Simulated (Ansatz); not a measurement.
Task: a rigid scan of one bond length of BFH₄SiSn, SMILES F[B]1[SiH2][SnH2]1, with the Python package of Ansatz (0.2.0). Give the script and its output. Level of theory (for the species named): CAM-B3LYP, def2-SVP basis, multiplicity 1.

```xyz
8

F     2.3963   -0.8653    1.1566
B     1.1179   -0.3390    0.5546
Si   -0.0957    1.2017    0.1215
Sn   -0.8182   -0.8037   -0.5938
H     0.5039    2.0712   -0.9177
H    -0.6962    1.7820    1.3344
H    -0.4456   -1.3723   -2.1910
H    -1.8702   -1.7317    0.4796
```

`scan.py`:
```python
"""Stretching a bond of BFH4SiSn, the rest held rigid."""

import ansatz as az
import numpy as np

BASIS_SET = "def2-SVP"
XC = "cam_b3lyp"

geometry_ang = [
    ("F", (2.3963, -0.8653, 1.1566)),
    ("B", (1.1179, -0.339, 0.5546)),
    ("Si", (-0.0957, 1.2017, 0.1215)),
    ("Sn", (-0.8182, -0.8037, -0.5938)),
    ("H", (0.5039, 2.0712, -0.9177)),
    ("H", (-0.6962, 1.782, 1.3344)),
    ("H", (-0.4456, -1.3723, -2.191)),
    ("H", (-1.8702, -1.7317, 0.4796)),
]
geometry = az.Crystal.molecule()
for symbol, xyz in geometry_ang:
    geometry = geometry.atom(symbol, xyz)

symbols = [site.symbol for site in geometry.cartesian_sites]
start = np.array([site.position_ang for site in geometry.cartesian_sites])
axis = (start[0] - start[1]) / np.linalg.norm(start[0] - start[1])
moving = [0]
lengths, energies = [1.327, 1.387, 1.448, 1.508, 1.568, 1.629, 1.689, 1.779], []
for length in lengths:
    xyz = start.copy()
    xyz[moving] += (length - np.linalg.norm(start[0] - start[1])) * axis
    point = az.Crystal.molecule()
    for symbol, place in zip(symbols, xyz):
        point = point.atom(symbol, place.tolist())
    model = point.calculation().basis(gaussian=BASIS_SET).functional(XC)
    summary = model.run(threads=1).report
    energies.append(summary["free_energy_ev"])
    print(f"r = {length:6.3f} A  E = {energies[-1]:.5f} eV  <S^2> = {abs(summary['mean_field']['state']['spin_squared']):.3f}")

# quartic fit about the minimum
fit = np.polynomial.Polynomial.fit(lengths, np.array(energies) - min(energies), 4).convert()
roots = [r.real for r in fit.deriv().roots() if abs(r.imag) < 1e-9 and fit.deriv(2)(r.real) > 0]
r_e = min(roots, key=lambda r: abs(r - lengths[int(np.argmin(energies))]))
print(f"minimum of the fit at {r_e:.4f} A, force constant {fit.deriv(2)(r_e):.2f} eV/A^2")
```

```console
$ python scan.py
r =  1.327 A  E = -17158.31729 eV  <S^2> = 0.000
r =  1.387 A  E = -17158.20387 eV  <S^2> = 0.000
r =  1.448 A  E = -17157.98408 eV  <S^2> = 0.000
r =  1.508 A  E = -17157.69920 eV  <S^2> = 0.000
r =  1.568 A  E = -17157.37055 eV  <S^2> = 0.000
r =  1.629 A  E = -17157.00963 eV  <S^2> = 0.000
r =  1.689 A  E = -17156.64120 eV  <S^2> = 0.000
r =  1.779 A  E = -17156.08295 eV  <S^2> = 0.000
minimum of the fit at 1.3049 A, force constant 41.79 eV/A^2
```

Total energies depend on the basis set; only differences at equal settings carry meaning. The rest of the molecule is held rigid at a force-field or estimated start geometry, and the basis set is modest; single-reference methods fail as a bond breaks. def2 sets replace the cores of elements past krypton by effective core potentials. The orbitals are restricted, so S² is zero by construction. Toward dissociation an unrestricted state can lie under the restricted one, by tenths of an eV for polar bonds under a functional and by 1 to 2 eV or more for others. The whole script took 35 s on 1 thread of Arm Neoverse V1, with other jobs on the host, peak memory 0.28 GiB.
